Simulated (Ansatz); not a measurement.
# FH2NSn: the cost of one run

All numbers below are computed with Ansatz 0.2.0 (RKS LDA/def2-SVP).

### Step 1. The starting structure

Bond lengths: N1–Sn2 2.012 Å, Sn2–F3 1.921 Å, N1–H4 1.101 Å, N1–H5 1.049 Å. Angles: N1–Sn2–F3 107.6°, Sn2–N1–H4 108.1°, Sn2–N1–H5 110.7°, H4–N1–H5 107.6°.

As a file:

```xyz
5

N    -0.6878    0.5717   -0.3355
Sn    0.0037   -0.3588    1.3093
F     1.5476   -1.3777    0.7930
H     0.1143    1.2162   -0.7265
H    -0.9279   -0.1250   -1.0818
```

### Step 2. End point A

input.yaml

```yaml
crystal:
  periodic: [false, false, false]
  atoms:
    - { symbol: "N", position_ang: [-0.6878, 0.5717, -0.3355] }
    - { symbol: Sn, position_ang: [0.0037, -0.3588, 1.3093] }
    - { symbol: F, position_ang: [1.5476, -1.3777, 0.793] }
    - { symbol: H, position_ang: [0.1143, 1.2162, -0.7265] }
    - { symbol: H, position_ang: [-0.9279, -0.125, -1.0818] }
basis:
  gaussian: { orbitals: def2-SVP }
hamiltonian:
  xc: lda
relax:
  f_tol: 0.015
  max_steps: 40
output:
  orbitals: {}
```

The run is started by

```
$ ansatz run input.yaml --threads 1 --pin off --max-ram 2048MiB --backend cpu --events-out ev --progress --plain --runs-dir out
```

**Question.** How long does this run take on 1 thread of Intel Xeon 6975P-C (Granite Rapids), shared host, and how much memory does it need?

About 9.3 s, with a peak of 0.13 GiB.
